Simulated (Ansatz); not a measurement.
# Two structures of Ta: comparison of enthalpies under pressure from a Python script

An exercise on one series of results from a longer session: the logs are not shown, and one member is left open.

Computed with Ansatz 0.2.0 through its Python package. Level of theory: DFT PBEsol, plane waves, PAW.

### The system

Ta Pm-3m: Symmetry: Pm-3m, No. 221, cubic system. Conventional cell: a = 2.710 Å, b = 2.710 Å, c = 2.710 Å, α = 90.00°, β = 90.00°, γ = 90.00°. Ta (site symmetry m-3m) has 6 Ta at 2.71 Å as nearest neighbours.

Ta Fm-3m: Symmetry: Fm-3m, No. 225, cubic system. Conventional cell: a = 4.160 Å, b = 4.160 Å, c = 4.160 Å, α = 90.00°, β = 90.00°, γ = 90.00°. Ta (site symmetry m-3m) has 12 Ta at 2.94 Å as nearest neighbours.

The script holds or builds the structure itself.

The first run:

ta_transition.py reads:

```python
"""Enthalpies of two structures of Ta under pressure."""

import warnings

import ansatz as az
import numpy as np
import pandas as pd

FUNCTIONAL = "PBEsol"
CUTOFF_EV = 460
K_SPACING = 0.16
FILLING = "fermi_dirac"
SMEARING_WIDTH = 0.05


def sc(first, a):
    return (
        az.Lattice.cubic(a)
        .space_group(221)
        .atom(first, (0, 0, 0))
    )


def fcc(first, a):
    return (
        az.Lattice.fcc(a)
        .space_group(225)
        .atom(first, (0, 0, 0))
        .primitive()
    )


def ground_state(name, crystal, pressure=0.0):
    calc = (
        crystal.calculation()
        .functional(FUNCTIONAL)
        .basis(CUTOFF_EV)
        .kpoints(spacing=K_SPACING)
        .occupations(FILLING, width=SMEARING_WIDTH)
    )
    calc = calc.relax(force_tolerance=0.02, cell=True, pressure=pressure)
    return calc.run()


def volume_per_atom(outcome):
    return abs(np.linalg.det(outcome.lattice.cell_ang)) / len(outcome.lattice.sites)

warnings.simplefilter("ignore")

phases = {}
phases["sc"] = sc("Ta", 2.71)
phases["fcc"] = fcc("Ta", 4.16)

# H = E + PV, with 1 eV per cubic angstrom equal to 160.2 GPa
pressures = [0, 20, 40, 60]
enthalpy, volume = {name: [] for name in phases}, {name: [] for name in phases}
for p in pressures:
    for name, crystal in phases.items():
        o = ground_state(name, crystal, pressure=p)
        volume[name].append(volume_per_atom(o))
        enthalpy[name].append(o.report["energy_sigma0_ev"] / len(o.lattice.sites) + p * volume[name][-1] / 160.21766)
gap = np.array(enthalpy["fcc"]) - np.array(enthalpy["sc"])
rows = [(p, va, vb, 1000 * d) for p, va, vb, d in zip(pressures, volume["sc"], volume["fcc"], gap)]
print(pd.DataFrame(rows, columns=["P (GPa)", "V sc (A^3/atom)", "V fcc (A^3/atom)", "H(fcc) - H(sc) (meV/atom)"]).round(4).to_string(index=False))
crossings = [p0 - g0 * (p1 - p0) / (g1 - g0) for p0, p1, g0, g1 in zip(pressures, pressures[1:], gap, gap[1:]) if g0 * g1 < 0]
print("crossing near", [round(float(p), 1) for p in crossings], "GPa") if crossings else print("no crossing in this range")
```

Command:

```
$ python ta_transition.py
```

One of the session's tables, all rows but one given; the rest of the session is left out.

It belongs to the step «The engine's runs». Enthalpy H = E + pV of the second structure less the first:

| pressure (GPa) | ΔH (meV/atom) |
| --- | --- |
| 0 | -911.1 |
| 20 | -1089.2 |
| 40 | ? |
| 60 | -1320.7 |

**Question.** Estimate the row for pressure (GPa) = 40.

Worked estimate for «ΔH (meV/atom)». A straight line through the neighbours (20, -1089.2) and (60, -1320.7) gives -1089.2 + (-1320.7 + 1089.2) × (40 − 20) / (60 − 20) = -1205.0; a parabola fitted to 3 rows on both sides gives -1225.7.

The run gave: ΔH (meV/atom): -1218.3. In «ΔH (meV/atom)» the line misses by +13.3 and the parabola by -7.4.
